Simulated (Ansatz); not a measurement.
**CH₅FO₂Si₂: up Jacob's ladder to CCSD(T)**

One table from this session's results is given with a row withheld; the runs are named, their logs left out.

Method: functionals in def2-TZVPP, the program's frozen cores in correlated methods; program: Ansatz 0.2.0, Gaussian basis.

Levels to be run: LDA (SPW92), PBE-D4, revPBE-D4, BLYP-D4, r2SCAN-D4, B97M-V, PBE0-D4, B3LYP-D4, r2SCANh-D4, r2SCAN0-D4, HSE06-D4, BHLYP-D4, CAM-B3LYP-D4, LC-ωPBE, ωB97X-V, ωB97M-V, B2PLYP, PBE-QIDH; CCSD(T)/def2-SVP; CCSD(T)/def2-TZVPP; MP2/def2-QZVPP; extrapolation to the limit; RPA on PBE.

## The geometry

An earlier PBE0-D4 in a triple-zeta def2 set relaxation fixed the geometry.

11 atoms, charge 0, spin multiplicity 1.

Atoms are counted from 1 here; the program's logs count them from 0.

Bond lengths: C1–Si2 1.853 Å, C1–H7 1.094 Å, C1–H8 1.093 Å, C1–H9 1.093 Å, Si2–O3 1.665 Å, Si2–O5 1.637 Å, Si2–H10 1.478 Å, O3–Si4 1.625 Å, Si4–F6 1.631 Å, O5–H11 0.960 Å. Angles: Si2–C1–H7 111.0°, Si2–C1–H8 110.6°, Si2–C1–H9 110.8°, H7–C1–H8 108.1°, H7–C1–H9 108.1°, H8–C1–H9 108.2°, C1–Si2–O3 107.6°, C1–Si2–O5 113.2°, C1–Si2–H10 112.6°, O3–Si2–O5 110.1°, O3–Si2–H10 107.6°, O5–Si2–H10 105.6°, Si2–O3–Si4 141.2°, O3–Si4–F6 101.2°, Si2–O5–H11 117.3°.

As a file:

```
C    -0.6726    0.8262   -1.1497
Si    0.6650    0.4258    0.0680
O    -0.0500    0.2502    1.5610
Si   -0.6698   -0.8870    2.5427
O     1.5035   -0.9271   -0.3158
F    -0.5680   -2.2119    1.5976
H    -1.3994    0.0118   -1.2155
H    -0.2510    0.9858   -2.1451
H    -1.2061    1.7334   -0.8549
H     1.6724    1.5013    0.1775
H     1.0414   -1.7655   -0.2452
```

Set-up of the first run:

Contents of in.yaml:

```yaml
crystal:
  periodic: [false, false, false]
  atoms:
    - {symbol: C, position_ang: [-0.672584, 0.826226, -1.149709]}
    - {symbol: Si, position_ang: [0.664961, 0.425796, 0.067992]}
    - {symbol: O, position_ang: [-0.050001, 0.250223, 1.560983]}
    - {symbol: Si, position_ang: [-0.669769, -0.887023, 2.542698]}
    - {symbol: O, position_ang: [1.503494, -0.927134, -0.315797]}
    - {symbol: F, position_ang: [-0.567975, -2.211888, 1.597568]}
    - {symbol: H, position_ang: [-1.399435, 0.011822, -1.215458]}
    - {symbol: H, position_ang: [-0.250984, 0.985767, -2.145052]}
    - {symbol: H, position_ang: [-1.206065, 1.733374, -0.854927]}
    - {symbol: H, position_ang: [1.672432, 1.501295, 0.177532]}
    - {symbol: H, position_ang: [1.041427, -1.765461, -0.245229]}
basis:
  gaussian: {orbitals: def2-TZVPP}
hamiltonian: {xc: lda}
output: {orbitals: {seedname: orbitals}}
```

Among the steps run: LDA; PBE-D4 (GGA); revPBE-D4 (GGA); BLYP-D4 (GGA); r2SCAN-D4 (meta-GGA); B97M-V (meta-GGA); PBE0-D4 (hybrid); B3LYP-D4 (hybrid); r2SCANh-D4 (hybrid); r2SCAN0-D4 (hybrid); HSE06-D4 (hybrid); BHLYP-D4 (hybrid); CAM-B3LYP-D4 (range-separated); LC-ωPBE (range-separated); ωB97X-V (range-separated); ωB97M-V (range-separated); B2PLYP (double hybrid); PBE-QIDH (double hybrid).

One table of the session follows, with a row left open; its other results are not shown here.

It belongs to the step «Frontier levels by functional». 

| functional | HOMO (eV) | LUMO (eV) | gap (eV) |
| --- | --- | --- | --- |
| LDA (SPW92) | -6.68 | -2.71 | 3.96 |
| PBE-D4 | -6.54 | -2.53 | 4.01 |
| revPBE-D4 | -6.48 | -2.46 | 4.02 |
| BLYP-D4 | -6.44 | -2.41 | 4.03 |
| r2SCAN-D4 | -6.77 | -2.44 | 4.33 |
| B97M-V | -6.87 | -2.41 | 4.46 |
| PBE0-D4 | -7.72 | -1.71 | 6.01 |
| B3LYP-D4 | -7.54 | -1.91 | 5.63 |
| r2SCANh-D4 | -7.21 | -2.12 | 5.09 |
| r2SCAN0-D4 | -7.86 | -1.65 | 6.21 |
| HSE06-D4 | -7.32 | -2.09 | 5.23 |
| BHLYP-D4 | ? | ? | ? |
| CAM-B3LYP-D4 | -9.09 | -0.62 | 8.47 |
| LC-ωPBE | -10.38 | 0.51 | 10.88 |
| ωB97X-V | -10.05 | 0.41 | 10.46 |
| ωB97M-V | -9.91 | 0.30 | 10.21 |

Q: Estimate the row for BHLYP-D4 from the others.

Worked estimate for «HOMO (eV)». Against the share of exact exchange, BLYP-D4 (0, -6.44), B3LYP-D4 (0.2, -7.54) give a slope of -5.50 per unit share; at 0.5 the line stands at -9.19.

**Answer.** HOMO (eV): -8.80; LUMO (eV): -0.81; gap (eV): 7.99. In «HOMO (eV)» the line misses by -0.39.
